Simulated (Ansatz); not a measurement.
# Ga2AsN: the band gap up the ladder of functionals

One table from this session's results is given with a row withheld; the runs are named, their logs left out.

Program: Ansatz 0.2.0. PAW datasets, plane waves. Note: simulated data, non-magnetic, for a generated structure that need not be the stable one.

## The cell

The cell was relaxed beforehand with r2SCAN.

The symmetry is I-42d (No. 122, tetragonal); a = 5.099 Å, c = 9.954 Å in the conventional setting, 16.17 Å³ an atom. N has 4 Ga at 2.00 Å; Ga has 2 N at 2.00 Å and 2 As at 2.42 Å; As has 4 Ga at 2.42 Å.

The structure in full:

```cif
data_structure
_symmetry_space_group_name_H-M 'I-42d'
_symmetry_Int_Tables_number 122
_cell_length_a 5.0986
_cell_length_b 5.0986
_cell_length_c 9.9544
_cell_angle_alpha 90.000
_cell_angle_beta 90.000
_cell_angle_gamma 90.000
_cell_volume 258.77
loop_
_atom_site_label
_atom_site_type_symbol
_atom_site_symmetry_multiplicity
_atom_site_Wyckoff_symbol
_atom_site_fract_x
_atom_site_fract_y
_atom_site_fract_z
_atom_site_occupancy
N1 N 4 a 0.00000 0.50000 0.25000 1
Ga1 Ga 8 d 0.32035 0.75000 0.62500 1
As1 As 4 b 0.50000 0.00000 0.25000 1
```

The first run:

The input, input.yaml:

```yaml
crystal:
  lattice:
    - [-2.5492978103, 2.5492978103, 4.9771902768]
    - [2.5492978103, -2.5492978103, 4.9771902768]
    - [2.5492978103, 2.5492978103, -4.9771902768]
  atoms:
    - { symbol: "N", position: [0.0, 0.0, 0.0] }
    - { symbol: Ga, position: [0.625, 0.6953534341, 0.5703534341] }
    - { symbol: "N", position: [0.25, 0.75, 0.5] }
    - { symbol: Ga, position: [0.9453534341, 0.375, 0.0703534341] }
    - { symbol: As, position: [0.5, 0.5, 0.0] }
    - { symbol: Ga, position: [0.125, 0.0546465659, 0.4296465659] }
    - { symbol: As, position: [0.75, 0.25, 0.5] }
    - { symbol: Ga, position: [0.3046465659, 0.875, -0.0703534341] }
kpoints:
  mp_grid: { grid: [8, 8, 8] }
  band_path:
    path:
      - [[0.0, 0.0, 0.0], [1.94647392251e-18, -1.94647392251e-18, 0.5], [0.25, 0.25, 0.25], [2.69467909415e-17, 0.5, -2.69467909415e-17], [0.0, 0.0, 0.0], [0.5, 0.5, -0.5], [0.3155862298197, 0.6844137701803, -0.3155862298197]]
      - [[-0.3155862298197, 0.3155862298197, 0.3155862298197], [0.0, 0.0, 0.0]]
      - [[1.94647392251e-18, -1.94647392251e-18, 0.5], [-0.1311724596394, 0.1311724596394, 0.5]]
      - [[0.5, 0.5, -0.1311724596394], [0.5, 0.5, -0.5]]
    npoints: 10
hamiltonian:
  xc: pbe
scf:
  occupations: { method: fermi_dirac, width: 0.02 }
  n_extra_bands: 6
output:
  forces: true
  stress: true
  eigenvalues: true
```

Started as:

```sh
$ ansatz run input.yaml --threads 4 --pin off --max-ram 6451MiB --backend cpu --events-out ev --progress --plain --runs-dir out
```

Steps of the session up to this table: PBE band path; r2SCAN at the same geometry; HSE06 at the same geometry; Single point with PBE+SOC; Single point with PBE0.

One table of the session follows, with a row left open; its other results are not shown here.

```
  level  gap (eV)
    PBE      0.62
 r2SCAN      1.00
  HSE06      1.53
PBE+SOC      0.60
   PBE0         ?
```

Estimate the missing values for PBE0.

The run gave: gap (eV): 2.16. In the column «gap (eV)» it is the highest.

Meshes: PBE 8×8×8, r2SCAN 8×8×8, HSE06 4×4×4, PBE+SOC 8×8×8, PBE0 4×4×4

PBE+SOC gives the least gap, 0.60 eV, and PBE0 the largest, 2.16 eV. Against HSE06, PBE is short by 0.91 eV, at 40 % of it, and r2SCAN 66 %. PBE0 lies 0.63 eV above HSE06, which differs from it by screening the long-range exchange.

Limits of these values: Warnings in the runs' records: stress exchange threshold loose, stress scf threshold loose.
